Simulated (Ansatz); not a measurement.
# CHBClN (SMILES N#CBCl): a rigid scan of the angle H5–B3–C2

An exercise on one series of results from a longer session: the logs are not shown, and one member is left open.

Program: Ansatz 0.2.0, Gaussian basis. Level of theory: single points in def2-TZVPP. These are calculated values, not measurements.

Levels: PBE-D4, r2SCAN-D4, PBE0-D4, B3LYP-D4, wB97M-V, Hartree-Fock, MP2, CCSD, CCSD(T). The scan takes 102.7, 107.2, 111.7, 116.2, 120.7, 125.2, 129.7, 134.2, 138.7°.

Cores are frozen in the correlated methods. B3LYP uses VWN-RPA correlation.

28 further runs of the same task are left out: 28 set aside as unsound or not needed.

## Starting geometry

The minimum, relaxed at PBE0-D4: SMILES `N#CBCl`, 5 atoms, charge 0, spin multiplicity 1.

Atoms are counted from 1 here; the program's logs count them from 0.

Bond lengths: N1–C2 1.152 Å, C2–B3 1.528 Å, B3–Cl4 1.723 Å, B3–H5 1.186 Å. Angles: N1–C2–B3 178.6°, C2–B3–Cl4 119.2°, C2–B3–H5 120.7°, Cl4–B3–H5 120.1°.

Geometry (Å):

```mol
CHBClN
  3D, bonds by distance, orders not assigned

  5  4  0  0  0  0  0  0  0  0999 V2000
    1.0532   -1.4111    1.2182 N   0  0
    0.5134   -0.6309    0.5642 C   0  0
   -0.1766    0.4297   -0.2933 B   0  0
   -1.5945    0.0052   -1.1762 Cl  0  0
    0.2544    1.5335   -0.3542 H   0  0
  1  2  8  0
  2  3  8  0
  3  4  8  0
  3  5  8  0
M  END
```

Energies of the minimum (eV), from earlier single points: PBE-D4 -15734.83398, r2SCAN-D4 -15741.27945, PBE0-D4 -15735.92106, B3LYP-D4 -15744.76833, wB97M-V -15742.45377, CCSD(T) -15723.85249.

At the minimum the angle H5–B3–C2 is 120.7°.

Set-up of the first run:

ccsdt-tzvpp/in.yaml reads:

```yaml
crystal:
  periodic: [false, false, false]
  atoms:
    - {symbol: N, position_ang: [1.053199, -1.411133, 1.218174]}
    - {symbol: C, position_ang: [0.513389, -0.630856, 0.564159]}
    - {symbol: B, position_ang: [-0.176576, 0.429720, -0.293294]}
    - {symbol: Cl, position_ang: [-1.594458, 0.005202, -1.176196]}
    - {symbol: H, position_ang: [0.504683, 1.386163, -0.123427]}
basis:
  gaussian: {orbitals: def2-TZVPP}
correlation: {method: ccsd_t}
```

The command line of these runs was not kept.

Steps of the session up to this table: H5–B3–C2 = 102.7°; H5–B3–C2 = 107.2°; H5–B3–C2 = 111.7°; H5–B3–C2 = 116.2°; H5–B3–C2 = 120.7°; H5–B3–C2 = 125.2°; H5–B3–C2 = 129.7°; H5–B3–C2 = 134.2°; H5–B3–C2 = 138.7°.

One table of the session follows, with a row left open; its other results are not shown here.

It belongs to the step «The curves». Energies less that of the minimum at the same level (kcal/mol):

| angle (°) | PBE-D4 | PBE0-D4 | B3LYP-D4 | wB97M-V | Hartree-Fock |
| --- | --- | --- | --- | --- | --- |
| 102.7 | 5.8 | 5.9 | 6.0 | 6.0 | 6.6 |
| 107.2 | ? | ? | ? | ? | ? |
| 111.7 | 1.5 | 1.5 | 1.5 | 1.5 | 1.5 |
| 116.2 | 0.4 | 0.4 | 0.4 | 0.4 | 0.3 |
| 120.7 (minimum) | 0.0 | 0.0 | 0.0 | 0.0 | 0.0 |
| 120.7 | 0.0 | 0.0 | 0.0 | 0.0 | 0.0 |
| 125.2 | 0.3 | 0.4 | 0.4 | 0.4 | 0.5 |
| 129.7 | 1.4 | 1.5 | 1.6 | 1.6 | 2.0 |
| 134.2 | 3.2 | 3.4 | 3.5 | 3.5 | 4.3 |
| 138.7 | 5.8 | 6.2 | 6.3 | 6.3 | 7.6 |

Q: Estimate the row for angle (°) = 107.2 from the others.

Worked estimate for «PBE-D4». A straight line through the neighbours (102.7, 5.8) and (111.7, 1.5) gives 5.8 + (1.5 − 5.8) × (107.2 − 102.7) / (111.7 − 102.7) = 3.6; a parabola fitted to 3 rows on both sides gives 3.3.

**Answer.** PBE-D4: 3.3; PBE0-D4: 3.3; B3LYP-D4: 3.4; wB97M-V: 3.3; Hartree-Fock: 3.6. In «PBE-D4» the line misses by +0.3 and the parabola by 0.0.

Caveats from the session: A polynomial through the near points puts the CCSD(T) minimum at the PBE0-D4 value.
